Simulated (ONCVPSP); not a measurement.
**An ONCV potential for titanium, from input to tests**

Aim: build the potential from the settings below, then test how well it stands in for the atom: other configurations, scattering, ghost states and the plane-wave cutoff that it needs.

Method: ONCVPSP 4.0.1.1 (patched build), PBEsol, scalar-relativistic.

### Step 1. Starting point

The settings as typed:

```
element                 : titanium (Ti, Z = 22)
type                    : optimised norm-conserving Vanderbilt (ONCV)
frozen core             : [Ne]
valence charge          : 12
reference configuration : 3s2 3p6 3d2 4s2
partial waves           : 3s+4s: rc 1.35 bohr, ncon 5, nbas 9, qcut 9.1 1/bohr, 2 projectors; 3p: rc 1.00 bohr, ncon 3, nbas 6, qcut 6.8 1/bohr, 2 projectors, debl 1.2 Ha; 3d: rc 1.90 bohr, ncon 4, nbas 8, qcut 8.6 1/bohr, 2 projectors, debl 1.1 Ha
local potential         : polynomial inside 0.90 bohr (lpopt 1, dvloc0 4 Ha)
core correction         : Teter function, fcfact 3.25, rcfact 1.15
```

An earlier all-electron run gives the scale for the radii.

All-electron outer shells of the reference configuration (PBEsol, scalar-relativistic, ld1.x):

```tsv
shell	level (eV)	outermost node (bohr)	outermost maximum (bohr)
2p	-443.92	–	0.22
3s	-62.45	0.40	0.87
3p	-38.77	0.37	0.90
4s	-4.48	1.24	2.92
3d	-4.27	–	0.98
4p	-1.45	1.39	3.80
```

### Step 2. Generation

The input, Ti.dat:

```
# ATOM AND REFERENCE CONFIGURATION
# atsym  z   nc   nv     iexc    psfile
  Ti 22.00    3    4  -116133      upf
#
#   n    l    f
    1    0    2.00
    2    0    2.00
    2    1    6.00
    3    0    2.00
    3    1    6.00
    3    2    2.00
    4    0    2.00
#
# PSEUDOPOTENTIAL AND OPTIMIZATION
# lmax
    2
#
#   l,   rc,      ep,       ncon, nbas, qcut
    0    1.35    0.00    5    9    9.10
    1    1.00    0.00    3    6    6.80
    2    1.90    0.00    4    8    8.60
#
# LOCAL POTENTIAL
# lloc, lpopt,  rc(5),   dvloc0
    4    1    0.90    4.00
#
# VANDERBILT-KLEINMAN-BYLANDER PROJECTORs
# l, nproj, debl
    0    2    2.20
    1    2    1.20
    2    2    1.10
#
# MODEL CORE CHARGE
# icmod, fcfact, rcfact
    3    3.25    1.15
#
# LOG DERIVATIVE ANALYSIS
# epsh1, epsh2, depsh
   -4.00    5.00    0.02
#
# OUTPUT GRID
# rlmax, drl
    6.00    0.01
#
# TEST CONFIGURATIONS
# ncnf
    4
# nvcnf
#   n    l    f
    4
    3    0    2.00
    3    1    6.00
    3    2    2.00
    4    0    1.00
#
    4
    3    0    2.00
    3    1    6.00
    3    2    2.00
    4    0    0.00
#
    4
    3    0    2.00
    3    1    6.00
    3    2    1.00
    4    0    0.00
#
    4
    3    0    2.00
    3    1    6.00
    3    2    2.00
    4    0    1.50
#
```

On the command line:

```bash
$ oncvpsp.x < Ti.dat > Ti.out
```

What does the calculation give? Wanted: cutoffs for 1 and 0.1 mHa per electron, occupied waves; bound ghosts; GHOST(+) flags; largest test error; largest phase difference near zero energy, channels read; rms error of d²Exc/dn², without and with the model core; projector energies reset by the program.

**Answer**, as computed:

| quantity | value |
| --- | --- |
| cutoffs for 1 and 0.1 mHa per electron, occupied waves | 32 Ha and 104 Ha |
| bound ghosts | none found |
| GHOST(+) flags | none at low energy |
| largest test error (AE − PS) | +59 meV, for 3s2 3p6 3d1 4s0 |
| largest phase difference near zero energy, channels read | 0.000 rad |
| rms error of d²Exc/dn², without and with the model core | 1.62 and 1.02 mHa |
| projector energies reset by the program | p: -1.425, 0.250 Ha |

In words: The worst unpolarised test, 3s2 3p6 3d1 4s0, is off by 59 meV on 47.7 eV; by total energies transferability rates as fair. That test lies far up in energy; among those under 40 eV, nearer to bonding, the largest error is 1.2 meV. The potential is of middling hardness: the looser tolerance needs 32 Ha. The tighter tolerance needs 104 Ha, and converged work needs a cutoff nearer that. At the looser tolerance the 3s wave is the slowest; 3d needs 27 Ha. No bound ghost shows below the valence levels. Near zero energy the phases of the channels with partial waves agree within 0.001 rad.
